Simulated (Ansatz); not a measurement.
# GeH4O: molecular dynamics

Aim: follow the molecule's vibrations and see whether its bonds hold. The start is relaxed first. Runs: 500 steps of 1 fs under a Langevin thermostat, set from 1500 K to 375 K by a schedule. SMILES of the start: [OH][GeH3].

All numbers below are computed with Ansatz 0.2.0 (RHF/def2-SVP).

## (1) The system as given

Bond lengths: Ge1–H2 1.550 Å, Ge1–H3 1.550 Å, Ge1–O4 1.769 Å, O4–H5 1.010 Å, Ge1–H6 1.549 Å. Angles: H2–Ge1–H3 109.5°, H2–Ge1–O4 109.5°, H2–Ge1–H6 109.5°, H3–Ge1–O4 109.5°, H3–Ge1–H6 109.5°, O4–Ge1–H6 109.5°, Ge1–O4–H5 109.5°.

Coordinates:

```xyz
6

Ge    0.0000    0.0000    0.0000
H     0.0000    0.0000    1.5500
H     1.4616    0.0000   -0.5162
O    -0.8337    1.4443   -0.5894
H    -1.7915    1.2136   -0.8118
H    -0.7300   -1.2648   -0.5162
```

## (2) Relaxing the start

The input, input.yaml:

```yaml
crystal:
  periodic: [false, false, false]
  atoms:
    - { symbol: Ge, position_ang: [0.0, 0.0, 0.0] }
    - { symbol: H, position_ang: [0.0, 0.0, 1.55] }
    - { symbol: H, position_ang: [1.4616, 0.0, -0.5162] }
    - { symbol: O, position_ang: [-0.8337, 1.4443, -0.5894] }
    - { symbol: H, position_ang: [-1.7915, 1.2136, -0.8118] }
    - { symbol: H, position_ang: [-0.73, -1.2648, -0.5162] }
basis:
  gaussian: { orbitals: def2-SVP }
hamiltonian:
  xc: hf
relax:
  f_tol: 0.02
  max_steps: 40
output:
  orbitals: {}
```

Started as:

```console
ansatz run input.yaml --threads 1 --pin off --max-ram 2048MiB --backend cpu --events-out ev --progress --plain --runs-dir out
```

Further steps of the session: The run.

What does the calculation give? Wanted: relaxation of the start; temperature, first and last step; temperature, second half; potential energy, second half; bonds formed or broken.

**Answer**, as computed:

| quantity | value |
| --- | --- |
| relaxation of the start | 6 moves, 0.156 eV lower |
| length | 500 steps of 1 fs |
| temperature, first and last step | 1250 and 293 K |
| temperature, second half | mean 720 K, from 275 to 1491 K |
| potential energy, second half | +69 meV/atom from the start |
| bonds formed or broken | 0 |

The set-point goes from 1500 to 375 K in 500 fs, and the last tenth of the run averages 521 K. Such a rate, of order 10^15 K/s, is far beyond any furnace or quench, and the atoms lag the set-point. No bond forms or breaks. A run of 500 fs with 6 atoms shows the motion but fixes no equilibrium value. The nuclei move classically, without zero-point motion, which matters most for hydrogen.
